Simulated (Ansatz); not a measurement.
# SrCu2Sb2: the cost of one run

Computed with Ansatz 0.2.0 (DFT PBEsol, scalar-relativistic, plane waves, PAW, unless a step's input says otherwise).

1 further run of the same task is left out (set aside as unsound or not needed). Runs told in other sessions of the task aren't counted.

## (1) The structure to begin with

The structure is tetragonal, space group P4/nmm (No. 129). The conventional cell has a = 4.519 Å, b = 4.519 Å, c = 10.649 Å, α = 90.00°, β = 90.00°, γ = 90.00°. Around Sr (site symmetry 4mm) lie 8 Cu at 3.39 to 3.48 Å and 9 Sb at 3.40 to 3.89 Å. Around Cu (site symmetry 4mm) lie 5 Sb at 2.54 to 2.67 Å. Cu (site symmetry -4m2) is surrounded by 4 Sb at 2.64 Å and 4 Cu at 3.20 Å and 4 Sr at 3.39 Å. Sb (site symmetry 4mm) is surrounded by 5 Cu at 2.54 to 2.64 Å. Sb (site symmetry -4m2) is surrounded by 4 Cu at 2.67 Å.

Structure file:

```cif
data_structure
_symmetry_space_group_name_H-M 'P 1'
_symmetry_Int_Tables_number 1
_cell_length_a 4.5195
_cell_length_b 4.5195
_cell_length_c 10.6489
_cell_angle_alpha 90.000
_cell_angle_beta 90.000
_cell_angle_gamma 90.000
_cell_volume 217.51
loop_
_atom_site_label
_atom_site_type_symbol
_atom_site_fract_x
_atom_site_fract_y
_atom_site_fract_z
_atom_site_occupancy
Sr1 Sr 0.50000 0.00000 0.23708 1
Sr2 Sr 0.00000 0.50000 0.76292 1
Cu1 Cu 0.50000 0.00000 0.63297 1
Cu2 Cu 0.00000 0.00000 0.00000 1
Cu3 Cu 0.00000 0.50000 0.36703 1
Cu4 Cu 0.50000 0.50000 0.00000 1
Sb1 Sb 0.00000 0.50000 0.12853 1
Sb2 Sb 0.50000 0.50000 0.50000 1
Sb3 Sb 0.00000 0.00000 0.50000 1
Sb4 Sb 0.50000 0.00000 0.87147 1
```

It goes back to an entry of the Materials Project.

This cell was relaxed beforehand with the same method: volume 21.75 Å³/atom, gap on the mesh none (metal).

## (2) The cell scaled to 0.97 of its volume

The input, input.yaml:

```yaml
crystal:
  lattice:
    - [4.4738403713, 0.0, 0.0]
    - [0.0, 4.4738403713, 0.0]
    - [0.0, 0.0, 10.5413307516]
  atoms:
    - { symbol: Sr, position: [0.5, 0.0, 0.2370827391] }
    - { symbol: Sr, position: [0.0, 0.5, 0.7629172609] }
    - { symbol: Cu, position: [0.5, 0.0, 0.6329667962] }
    - { symbol: Cu, position: [0.0, 0.0, 0.0] }
    - { symbol: Cu, position: [0.0, 0.5, 0.3670332038] }
    - { symbol: Cu, position: [0.5, 0.5, 0.0] }
    - { symbol: Sb, position: [0.0, 0.5, 0.1285308111] }
    - { symbol: Sb, position: [0.5, 0.5, 0.5] }
    - { symbol: Sb, position: [0.0, 0.0, 0.5] }
    - { symbol: Sb, position: [0.5, 0.0, 0.8714691889] }
basis:
  ecutwfc: 420
kpoints:
  mp_grid: { grid: [8, 8, 4] }
hamiltonian:
  xc: pbesol
scf:
  occupations: { method: gaussian, width: 0.1 }
output:
  forces: true
  stress: true
  eigenvalues: true
relax:
  adjacent_minimum: "off"
  f_tol: 0.01
  max_steps: 30
  cell: { stress_tol: 0.1, fix: [volume] }
```

Command:

```sh
$ ansatz run input.yaml --threads 2 --pin off --max-ram 5120MiB --backend cpu --events-out ev --progress --plain --runs-dir out
```

**Question.** How long does this run take on 2 threads of Intel Xeon 6975P-C (Granite Rapids), shared host, and how much memory does it need?

About 48 s, with a peak of 1 GiB.
